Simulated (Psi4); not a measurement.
# C2H5AlN2 (SMILES C#[C][Al]([NH2])[NH2]): a chain of runs

Aim: a structure relaxation (singlet C2H5AlN2, CAM-B3LYP/def2-SVPD), then the energy (doublet [C2H5AlN2]+, UCAM-B3LYP/def2-SVPD), then a structure relaxation (doublet [C2H5AlN2]+, UCAM-B3LYP/def2-SVPD), then the energy (doublet [C2H5AlN2]−, UCAM-B3LYP/def2-SVPD), then a structure relaxation (doublet [C2H5AlN2]−, UCAM-B3LYP/def2-SVPD) of C2H5AlN2. 

Program for the calculation: Psi4 1.11.

### 1 The molecule

C2H5AlN2 has 10 atoms, charge 0, and is taken as a singlet. SMILES: `C#[C][Al]([NH2])[NH2]`. The shape is that of a PBE0-D4/def2-TZVP optimisation. The run starts from this shape.

Bond lengths: C1–C2 1.210 Å, C2–Al3 1.908 Å, Al3–N4 1.763 Å, Al3–N5 1.763 Å, C1–H6 1.067 Å, N4–H7 1.006 Å, N4–H8 1.006 Å, N5–H9 1.006 Å, N5–H10 1.006 Å. Some angles: C1–C2–Al3 180.0°, C2–Al3–N4 118.9°, C2–Al3–N5 118.9°, N4–Al3–N5 122.2°, C2–C1–H6 180.0°, Al3–N4–H7 126.4°, Al3–N4–H8 123.3°, Al3–N5–H9 123.3°, Al3–N5–H10 126.4°, H7–N4–H8 110.4°.

### 2 A structure relaxation at CAM-B3LYP/def2-SVPD (density fitting) (run 1)

Input file input.inp:

```
memory 1.6 GB

molecule {
  C     -2.368100     1.221100     0.873300
  C     -1.345900     0.693600     0.497800
  Al     0.265700    -0.138000    -0.094200
  N      0.247600    -1.861100    -0.467000
  N      1.722400     0.842900    -0.249900
  H     -3.269100     1.686000     1.204200
  H      1.027400    -2.410800    -0.785900
  H     -0.574800    -2.435200    -0.383700
  H      1.750000     1.827100    -0.041300
  H      2.627700     0.523400    -0.550300
  symmetry c1
}

set {
  basis def2-SVPD
}

e_tot, wfn = opt("cam-b3lyp", return_wfn=True)
print_variables()
```

Launch:

```console
$ psi4 -n 1 input.inp input.out
```

input.out:

```text
[...]
  Running in c1 symmetry.
[...]
  Nuclear repulsion =  183.107231259528220
[...]
  Multiplicity = 1
[...]
  Nalpha       = 22
  Nbeta        = 22
[...]
    Number of basis functions: 144
[...]
   @DF-RKS iter   1:  -430.35626216697517   -7.54511e-01   7.49995e-03 ADIIS/DIIS
[...]
   @DF-RKS iter   7:  -430.89527684352453   -1.87583e-12   5.72323e-09 DIIS
[...]
  @DF-RKS Final Energy:  -430.89527684352453
   => Energetics <=
    Nuclear Repulsion Energy =            182.2797435546157203
    One-Electron Energy =                -953.7600398004850604
    Two-Electron Energy =                 373.9237225528818271
    DFT Exchange-Correlation Energy =     -33.3387031505370075
    Empirical Dispersion Energy =           0.0000000000000000
    VV10 Nonlocal Energy =                  0.0000000000000000
    Total Energy =                       -430.8952768435245275
[...]
 Multipole Moments:
 ------------------------------------------------------------------------------------
     Multipole            Electronic (a.u.)      Nuclear  (a.u.)        Total (a.u.)
 ------------------------------------------------------------------------------------
 L = 1.  Multiply by 2.5417464519 to convert [e a0] to [Debye]
 Dipole X            :         -1.3946187            1.6372540            0.2426352
 Dipole Y            :          0.7195548           -0.8447430           -0.1251883
 Dipole Z            :          0.5123129           -0.6014233           -0.0891104
 Magnitude           :                                                    0.2872013
[...]
  -Total Gradient:
     Atom            X                  Y                   Z
    ------   -----------------  -----------------  -----------------
       1        0.000051764087    -0.000026043688    -0.000018702862
       2       -0.000067874080     0.000034172892     0.000024669345
       3       -0.000241797746     0.000124823562     0.000089087021
       4        0.000121227216    -0.000068005010    -0.000046522905
       5        0.000130143326    -0.000057764449    -0.000045855998
       6        0.000024242060    -0.000012706705    -0.000009045787
       7       -0.000059039280    -0.000022932402     0.000010357664
       8       -0.000044808423     0.000034581887     0.000019219282
       9       -0.000056736549     0.000016229479     0.000018070937
      10       -0.000014994376     0.000059065704     0.000016710991
[...]
    Final optimized geometry and variables:
    Molecular point group: c1
    Full point group: C1
    Geometry (in Angstrom), charge = 0, multiplicity = 1:
    C           -2.281562980947     1.177193849059     0.838144315993
    C           -1.254691136722     0.647354647043     0.460914326748
    AL           0.358724021367    -0.185087303960    -0.131778181573
    N            0.355666058836    -1.917461940064    -0.510461300497
    N            1.831818667003     0.788821040407    -0.293124518869
    H           -3.188918554451     1.645355075875     1.171463350277
    H            1.147774007158    -2.458300540196    -0.830359962570
    H           -0.462389500857    -2.507334639648    -0.431591162785
    H            1.875237387481     1.778356302258    -0.087410220835
    H            2.736413486968     0.454235311493    -0.596496275830
[...]
```

The script printed:

```text
Interior angle of 180.0 for bend B([5, 0, 2]) can't work in good torsion
Interior angle of 180.0 for bend B([5, 0, 2]) can't work in good torsion
Optimizer: Optimization complete!
```

Wall time 53 s (1 thread of Intel Xeon 6975P-C (Granite Rapids), shared host); peak memory 1.3 GiB.

Step by step:

| step | energy from the first frame kept (eV) | largest force (eV/Å) |
| --- | --- | --- |
| 0 | 0.0000 | 0.5278 |
| 1 | -0.0082 | 0.0510 |
| 2 | -0.0084 | 0.0203 |
| 3 | -0.0085 | 0.0189 |
| 4 | -0.0086 | 0.0147 |

After the run. Bond lengths: C1–C2 1.216 Å, C2–Al3 1.910 Å, Al3–N4 1.773 Å, Al3–N5 1.773 Å, C1–H6 1.074 Å, N4–H7 1.011 Å, N4–H8 1.012 Å, N5–H9 1.012 Å, N5–H10 1.011 Å. Some angles: C1–C2–Al3 180.0°, C2–Al3–N4 119.4°, C2–Al3–N5 119.4°, N4–Al3–N5 121.2°, C2–C1–H6 180.0°, Al3–N4–H7 126.1°, Al3–N4–H8 123.7°, Al3–N5–H9 123.7°, Al3–N5–H10 126.1°, H7–N4–H8 110.3°.

### 3 The doublet cation: a single-point energy at UCAM-B3LYP/def2-SVPD (density fitting) (run 2)

Input file calc.py:

```python
import psi4

psi4.set_memory('1600 MB')
psi4.set_num_threads(1)
psi4.core.set_output_file('c2h5aln2.out', False)

molecule = psi4.geometry("""
1 2
C     -2.379621     1.226930     0.877553
C     -1.352750     0.697091     0.500323
Al     0.260666    -0.135351    -0.092370
N      0.257608    -1.867726    -0.471053
N      1.733760     0.838557    -0.253716
H     -3.286977     1.695091     1.210872
H      1.049716    -2.408564    -0.790951
H     -0.560448    -2.457598    -0.392183
H      1.777179     1.828093    -0.048002
H      2.638355     0.503972    -0.557088
symmetry c1
""")

psi4.set_options({
    'basis': 'def2-SVPD',
    'reference': 'uks',
})

E = psi4.energy('cam-b3lyp', molecule=molecule)
print(f'total energy {E:.8f} hartree = {E * 27.211386:.5f} eV')
```

Launch:

```console
$ python calc.py
```

c2h5aln2.out:

```text
[...]
  Running in c1 symmetry.
[...]
  Nuclear repulsion =  182.279748803568566
[...]
  Multiplicity = 2
[...]
  Nalpha       = 22
  Nbeta        = 21
[...]
    Number of basis functions: 144
[...]
   @DF-UKS iter   1:  -430.24923617432302   -6.78398e-01   5.42785e-03 DIIS/ADIIS
[...]
   @DF-UKS iter   9:  -430.55043353098756   -1.87261e-07   7.45179e-07 DIIS
[...]
   @S^2 Observed:                7.783575427E-01
[...]
    Orbital Energies [Eh]
    ---------------------
    Alpha Occupied:
       1A    -56.326502     2A    -14.655774     3A    -14.655740
       4A    -10.420211     5A    -10.391387     6A     -4.424329
       7A     -2.983152     8A     -2.979376     9A     -2.977514
      10A     -1.170363    11A     -1.161436    12A     -0.957873
      13A     -0.802590    14A     -0.792970    15A     -0.778311
      16A     -0.740198    17A     -0.714849    18A     -0.629637
      19A     -0.626549    20A     -0.611941    21A     -0.497267
      22A     -0.497226
    Alpha Virtual:
      23A     -0.156659    24A     -0.154668    25A     -0.116497
[...]
  @DF-UKS Final Energy:  -430.55043353098756
   => Energetics <=
    Nuclear Repulsion Energy =            182.2797488035685660
    One-Electron Energy =                -944.1483720805422308
    Two-Electron Energy =                 364.4670926651263017
    DFT Exchange-Correlation Energy =     -33.1489029191401698
    Empirical Dispersion Energy =           0.0000000000000000
    VV10 Nonlocal Energy =                  0.0000000000000000
    Total Energy =                       -430.5504335309875614
[...]
 Multipole Moments:
 ------------------------------------------------------------------------------------
     Multipole            Electronic (a.u.)      Nuclear  (a.u.)        Total (a.u.)
 ------------------------------------------------------------------------------------
 L = 1.  Multiply by 2.5417464519 to convert [e a0] to [Debye]
 Dipole X            :         -0.0055178            1.6372533            1.6317354
 Dipole Y            :          0.0028713           -0.8447417           -0.8418703
 Dipole Z            :          0.0020243           -0.6014229           -0.5993986
 Magnitude           :                                                    1.9314722
[...]
```

The script printed:

```text
total energy -430.55043353 hartree = -11715.87404 eV
```

Wall time 15 s (1 thread of Intel Xeon 6975P-C (Granite Rapids), shared host); peak memory 1.2 GiB.

### 4 The doublet cation: a geometry optimisation at UCAM-B3LYP/def2-SVPD (density fitting) (run 3)

Input file input.dat:

```
memory 1600 mb

molecule {
  1 2
  C     -2.379621     1.226930     0.877553
  C     -1.352750     0.697091     0.500323
  Al     0.260666    -0.135351    -0.092370
  N      0.257608    -1.867726    -0.471053
  N      1.733760     0.838557    -0.253716
  H     -3.286977     1.695091     1.210872
  H      1.049716    -2.408564    -0.790951
  H     -0.560448    -2.457598    -0.392183
  H      1.777179     1.828093    -0.048002
  H      2.638355     0.503972    -0.557088
  symmetry c1
}

set {
  basis        def2-SVPD
  reference    uks
  geom_maxiter 50
}

E, wfn = optimize("cam-b3lyp", return_wfn=True)
```

Launch:

```console
$ psi4 -n 1 input.dat output.dat
```

output.dat (excerpt; [...] marks lines left out):

```text
[...]
  Running in c1 symmetry.
[...]
  Nuclear repulsion =  182.279748803568566
[...]
  Multiplicity = 2
[...]
  Nalpha       = 22
  Nbeta        = 21
[...]
    Number of basis functions: 144
[...]
   @DF-UKS iter   1:  -430.24923617432302   -6.78398e-01   5.42785e-03 DIIS/ADIIS
[...]
   @DF-UKS iter   6:  -430.55896714682382   -4.16662e-11   7.60225e-09 DIIS
[...]
   @S^2 Observed:                7.778239502E-01
[...]
  @DF-UKS Final Energy:  -430.55896714682382
   => Energetics <=
    Nuclear Repulsion Energy =            181.5395556560670229
    One-Electron Energy =                -942.7063849213965341
    Two-Electron Energy =                 363.7368234858437859
    DFT Exchange-Correlation Energy =     -33.1289613673380785
    Empirical Dispersion Energy =           0.0000000000000000
    VV10 Nonlocal Energy =                  0.0000000000000000
    Total Energy =                       -430.5589671468238180
[...]
 Multipole Moments:
[...]
  -Total Gradient:
     Atom            X                  Y                   Z
    ------   -----------------  -----------------  -----------------
       1        0.000017748530    -0.000009069836    -0.000006571502
       2        0.000017543480    -0.000009151479    -0.000006556944
       3        0.000047593567    -0.000024544498    -0.000017079244
       4        0.000008484892     0.000061839159     0.000011795557
       5       -0.000048298123    -0.000041382981     0.000002557786
       6        0.000015198528    -0.000007853900    -0.000005568539
       7        0.000017778912    -0.000033714290    -0.000012126373
       8        0.000016847769    -0.000026546866    -0.000010298041
       9        0.000032213170     0.000001318898    -0.000007694973
      10        0.000038842330     0.000004520612    -0.000008693865
[...]
    Final optimized geometry and variables:
[...]
```

On the terminal:

```text
Interior angle of 180.0 for bend B([5, 0, 2]) can't work in good torsion
Interior angle of 180.0 for bend B([5, 0, 2]) can't work in good torsion
Optimizer: Optimization complete!
```

Wall time 2.4 min (1 thread of Intel Xeon 6975P-C (Granite Rapids), shared host); peak memory 1.3 GiB.

Steps, from the record of the run:

| step | energy from the first frame kept (eV) | largest force (eV/Å) |
| --- | --- | --- |
| 0 | 0.0000 | 2.8504 |
| 1 | -0.1354 | 0.8988 |
| 2 | -0.1949 | 0.2070 |
| 3 | -0.2223 | 0.2519 |
| 4 | -0.2294 | 0.1425 |
| 5 | -0.2317 | 0.0664 |
| 6 | -0.2322 | 0.0247 |
| 7 | -0.2322 | 0.0033 |

After the run. Bond lengths: C1–C2 1.214 Å, C2–Al3 1.849 Å, Al3–N4 1.819 Å, Al3–N5 1.819 Å, C1–H6 1.078 Å, N4–H7 1.020 Å, N4–H8 1.021 Å, N5–H9 1.021 Å, N5–H10 1.020 Å. Some angles: C1–C2–Al3 180.0°, C2–Al3–N4 129.2°, C2–Al3–N5 129.2°, N4–Al3–N5 101.7°, C2–C1–H6 180.0°, Al3–N4–H7 124.5°, Al3–N4–H8 126.0°, Al3–N5–H9 126.0°, Al3–N5–H10 124.5°, H7–N4–H8 109.5°.

[end of part 1 of 2]
